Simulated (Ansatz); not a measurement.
**Pt3Rh (Pm-3m): comparison of functionals at one structure in Python**

How far apart do the functionals lie for Pt3Rh (Pm-3m) at one structure? A script is to give a comparison of functionals at one structure; the system is Pt3Rh (Pm-3m).

Program: Ansatz 0.2.0 through its Python package. The levels of theory stand in the script. These are calculated values, not measurements.

### 1 Starting point

The structure is cubic, space group Pm-3m (No. 221). The conventional cell has a = 3.910 Å, b = 3.910 Å, c = 3.910 Å, α = 90.00°, β = 90.00°, γ = 90.00°. Rh (site symmetry m-3m) has 12 Pt at 2.76 Å as nearest neighbours. Around Pt (site symmetry 4/mmm) lie 4 Rh at 2.76 Å and 8 Pt at 2.76 Å.

No structure file is read: the coordinates are typed or built in the script.

### 2 The script

xc.py

```python
"""Functional comparison for Pt3Rh (totals differ with the potentials too)."""

import ansatz as az
import pandas as pd


def main() -> None:
    cell = (
        az.Lattice.from_parameters(3.909869, 3.909869, 3.909869, alpha=90.0, beta=90.0, gamma=90.0)
        .atom("Rh", (0.5, 0.5, 0.5))
        .atom("Pt", (0.5, 0.0, 0.0))
        .atom("Pt", (0.0, 0.5, 0.0))
        .atom("Pt", (0.0, 0.0, 0.5))
    )

    setup = (
        cell.calculation()
        .basis(550)
        .occupations("gaussian", width=0.15)
        .kpoints(7)
        .stress()
    )

    rows = []
    for value in ["lda", "pbesol", "blyp"]:
        report = setup.functional(value).run(threads=1, pin="off").report
        rows.append((value, report["free_energy_ev"] / len(report["lattice"]["sites"]), report["n_iterations"], sum(report["stress_gpa"][i][i] for i in range(3)) / 3, report["n_kpoints"]))

    table = pd.DataFrame(rows, columns=["functional", "F/atom (eV)", "iterations", "P (GPa)", "k-points"])
    print(table.round(5).to_string(index=False))


if __name__ == "__main__":
    main()
```

### 3 What the engine is handed

The package turns the script's settings into the engine's input (first run):

```yaml
crystal:
  lattice:
    a: 3.909869
    b: 3.909869
    c: 3.909869
    alpha: 90.0
    beta: 90.0
    gamma: 90.0
  atoms:
    - { symbol: Rh, position: [0.5, 0.5, 0.5] }
    - { symbol: Pt, position: [0.5, 0.0, 0.0] }
    - { symbol: Pt, position: [0.0, 0.5, 0.0] }
    - { symbol: Pt, position: [0.0, 0.0, 0.5] }
basis:
  ecutwfc: 550.0
kpoints:
  mp_grid:
    grid: [7, 7, 7]
hamiltonian:
  xc: lda
scf:
  occupations:
    method: gaussian
    width: 0.15
output:
  stress: true
```

### 4 The run

On the command line:

```
$ python xc.py
```

The program printed:

```text
functional  F/atom (eV)  iterations   P (GPa)  k-points
       lda -10753.40783           6 -10.97595        20
    pbesol -10872.57230           6  -5.53055        20
      blyp -11016.02261           7  19.77163        20
```

Wall time 5.6 s (1 thread of Intel Xeon Gold 6455B (Sapphire Rapids), shared host); peak memory 0.51 GiB.

### 5 What changed from run to run

The engine's inputs for the other runs:

Run 2, against run 1:

```diff
@@ -20 +20 @@
-  xc: lda
+  xc: pbesol
```

Run 3, against run 1:

```diff
@@ -20 +20 @@
-  xc: lda
+  xc: blyp
```

### 6 The runs side by side

The 3 runs, in the order started:

```csv
run,functional,energy (eV/atom),pressure (GPa),SCF cycles,CPU time (s)
1,lda,-10753.4078,-10.98,6,1.4
2,pbesol,-10872.5723,-5.53,6,1.5
3,blyp,-11016.0226,19.77,7,1.5
```

Energies are free energies F = E - TS of the smeared occupations. Totals under unlike functionals or potentials can't be compared directly.

### 7 Results

```
             quantity                           value
        runs compared                               3
pressure at this cell  -11.0 (lda) to 19.8 GPa (blyp)
```

What this shows: From lowest to highest: LDA (-11.0 GPa), PBEsol (-5.5 GPa) and BLYP (19.8 GPa). At a fixed cell a lower pressure usually means a smaller equilibrium volume, so LDA prefers the smallest cell and BLYP the largest. Reading the output:
- For a metal this k-point mesh is coarse: on a finer one energies can move by several to tens of meV an atom and pressures by half a GPa or more, differences at one mesh by less.
- The free energy holds a sizeable smearing term, which stands for no physical temperature.
- Pressure is positive in compression.
- Spin-orbit coupling, which matters for elements this heavy, is left out.
- The structure comes from a database of computed cells and needn't be a stable or known phase.
- Total energies of different functionals can't be compared; pressures, moments and gaps at this one structure can.
